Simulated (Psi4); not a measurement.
**GeF2 (SMILES [F][Ge][F]) at SCAN/def2-TZVP (sweep point 8)**

Aim: the vertical electron affinity of GeF2 at SCAN/def2-TZVP (sweep point 8), from 2 runs. The job is set up through a Python script.

Program for the calculation: Psi4 1.11.

## Step 1: The structure to begin with

GeF2: 3 atoms, total charge 0, spin state singlet. SMILES: `[F][Ge][F]`. The coordinates come from a PBE0-D4/def2-TZVP relaxation.

Bond lengths: F1–Ge2 1.745 Å, Ge2–F3 1.745 Å. Angles: F1–Ge2–F3 97.2°.

## Step 2: The energy at SCAN/def2-TZVP (sweep point 8)

File job.py:

```python
import psi4

psi4.set_memory(1600000000)
psi4.set_num_threads(1)
psi4.set_output_file('f2ge.out', False)

m = psi4.geometry("""
0 1
F     -0.675900    -1.101800    -0.497500
Ge     0.637500    -0.295200     0.320200
F      0.027600     1.332100     0.164100
symmetry c1
""")

psi4.set_options({
    'puream': True,
    'scf_type': 'pk',
    'dft_radial_points': 99,
    'dft_spherical_points': 590,
})

e_tot = psi4.energy('scan/def2-TZVP')
print(f'scan/def2-TZVP energy: {e_tot:.10f} Eh')
```

Started as:

```sh
$ python job.py
```

f2ge.out:

```text
[...]
  Running in c1 symmetry.
[...]
  Nuclear repulsion =  191.062717603408373
[...]
  Multiplicity = 1
[...]
  Nalpha       = 25
  Nbeta        = 25
[...]
    Number of basis functions: 110
[...]
   @RKS iter   1: -2275.65565003827942   -2.19411e+00   2.69175e-02 ADIIS/DIIS
[...]
   @RKS iter   8: -2276.96145456225986   -8.20523e-08   7.09318e-07 DIIS
[...]
    Orbital Energies [Eh]
    ---------------------
    Doubly Occupied:
       1A   -398.309165     2A    -49.667199     3A    -44.150407
       4A    -44.147863     5A    -44.146702     6A    -24.468544
       7A    -24.468504     8A     -6.215640     9A     -4.368814
      10A     -4.362384    11A     -4.358658    12A     -1.195843
      13A     -1.189174    14A     -1.175263    15A     -1.172390
      16A     -1.167723    17A     -1.119385    18A     -1.088508
      19A     -0.516661    20A     -0.421359    21A     -0.393266
      22A     -0.391997    23A     -0.368968    24A     -0.355101
      25A     -0.294141
[...]
  @RKS Final Energy: -2276.96145456225986
   => Energetics <=
    Nuclear Repulsion Energy =            191.0627176034083732
    One-Electron Energy =               -3554.8190498228855176
    Two-Electron Energy =                1186.9386902795406513
    DFT Exchange-Correlation Energy =    -100.1438126223226845
    Empirical Dispersion Energy =           0.0000000000000000
    VV10 Nonlocal Energy =                  0.0000000000000000
    Total Energy =                      -2276.9614545622598598
[...]
 Multipole Moments:
 ------------------------------------------------------------------------------------
     Multipole            Electronic (a.u.)      Nuclear  (a.u.)        Total (a.u.)
 ------------------------------------------------------------------------------------
 L = 1.  Multiply by 2.5417464519 to convert [e a0] to [Debye]
 Dipole X            :          2.9400326           -2.0857990            0.8542336
 Dipole Y            :         -1.1253872            0.7983941           -0.3269931
 Dipole Z            :          0.0000000            0.0000000            0.0000000
 Magnitude           :                                                    0.9146800
[...]
```

Standard output:

```text
scan/def2-TZVP energy: -2276.9614545623 Eh
```

Wall time 9.9 s (1 thread of Intel Xeon 6975P-C (Granite Rapids), shared host); peak memory 0.55 GiB.

## Step 3: The doublet anion at the same level

File run.py:

```python
import psi4

psi4.set_memory(1600000000)
psi4.set_num_threads(1)
psi4.core.set_output_file('psi4.out', False)

molecule = psi4.geometry("""
-1 2
F     -0.675900    -1.101800    -0.497500
Ge     0.637500    -0.295200     0.320200
F      0.027600     1.332100     0.164100
units angstrom
symmetry c1
""")

psi4.set_options({
    'basis': 'def2-TZVP',
    'reference': 'uks',
    'puream': True,
    'scf_type': 'pk',
    'dft_radial_points': 99,
    'dft_spherical_points': 590,
    'maxiter': 150,
})

result, w = psi4.energy('scan', molecule=molecule, return_wfn=True)
print(f'scan energy: {result:.10f} Eh')
```

Started as:

```sh
$ python run.py
```

psi4.out:

```text
[...]
  Running in c1 symmetry.
[...]
  Nuclear repulsion =  191.062717603408373
[...]
  Multiplicity = 2
[...]
  Nalpha       = 26
  Nbeta        = 25
[...]
    Number of basis functions: 110
[...]
   @UKS iter   1: -2275.38276692661202   -1.92123e+00   2.81858e-02 ADIIS/DIIS
[...]
   @UKS iter  10: -2276.97592796333902   -1.09189e-08   5.86893e-07 DIIS
[...]
   @S^2 Observed:                7.586641902E-01
[...]
    Orbital Energies [Eh]
    ---------------------
    Alpha Occupied:
       1A   -398.005319     2A    -49.364684     3A    -43.846764
       4A    -43.845808     5A    -43.845724     6A    -24.216554
       7A    -24.216509     8A     -5.914754     9A     -4.065192
      10A     -4.061676    11A     -4.060909    12A     -0.918995
      13A     -0.907660    14A     -0.873350    15A     -0.872661
      16A     -0.870719    17A     -0.852721    18A     -0.827688
      19A     -0.266325    20A     -0.178342    21A     -0.154216
      22A     -0.151623    23A     -0.130339    24A     -0.117180
      25A     -0.040975    26A      0.099147
    Alpha Virtual:
[...]
  @UKS Final Energy: -2276.97592796333902
   => Energetics <=
    Nuclear Repulsion Energy =            191.0627176034083732
    One-Electron Energy =               -3568.6524741044677285
    Two-Electron Energy =                1201.0472487244674085
    DFT Exchange-Correlation Energy =    -100.4334201867472274
    Empirical Dispersion Energy =           0.0000000000000000
    VV10 Nonlocal Energy =                  0.0000000000000000
    Total Energy =                      -2276.9759279633390179
[...]
 Multipole Moments:
 ------------------------------------------------------------------------------------
     Multipole            Electronic (a.u.)      Nuclear  (a.u.)        Total (a.u.)
 ------------------------------------------------------------------------------------
 L = 1.  Multiply by 2.5417464519 to convert [e a0] to [Debye]
 Dipole X            :          2.2533410           -2.0857990            0.1675419
 Dipole Y            :         -0.8625389            0.7983941           -0.0641447
 Dipole Z            :          0.0000000            0.0000000            0.0000000
 Magnitude           :                                                    0.1794014
[...]
```

The script printed:

```text
scan energy: -2276.9759279633 Eh
```

Wall time 16 s (1 thread of Intel Xeon 6975P-C (Granite Rapids), shared host); peak memory 0.55 GiB.

## Step 4: What came out

Level: SCAN/def2-TZVP (sweep point 8).

| quantity | value |
| --- | --- |
| singlet GeF2: total energy | -2276.96145 Eh |
| singlet GeF2: dipole moment | 2.32 D |
| singlet GeF2: HOMO energy | -8.00 eV |
| singlet GeF2: LUMO energy | -3.33 eV |
| singlet GeF2: HOMO–LUMO gap | 4.67 eV |
| doublet anion: total energy | -2276.97593 Eh |
| doublet anion: HOMO energy (highest over α and β) | 2.70 eV |
| doublet anion: LUMO energy (lowest over α and β) | 4.62 eV |
| doublet anion: ⟨S²⟩ | 0.759 |
| vertical electron affinity (to the doublet anion) | 0.394 eV |

At fixed nuclei the extra electron is bound by 0.39 eV (38.0 kJ/mol). The basis has no diffuse functions, so the error can be as large as this value. The HOMO (doublet anion) lies at positive energy, 2.70 eV, as semi-local functionals often give for anions; only total energies tell whether the electron is bound.
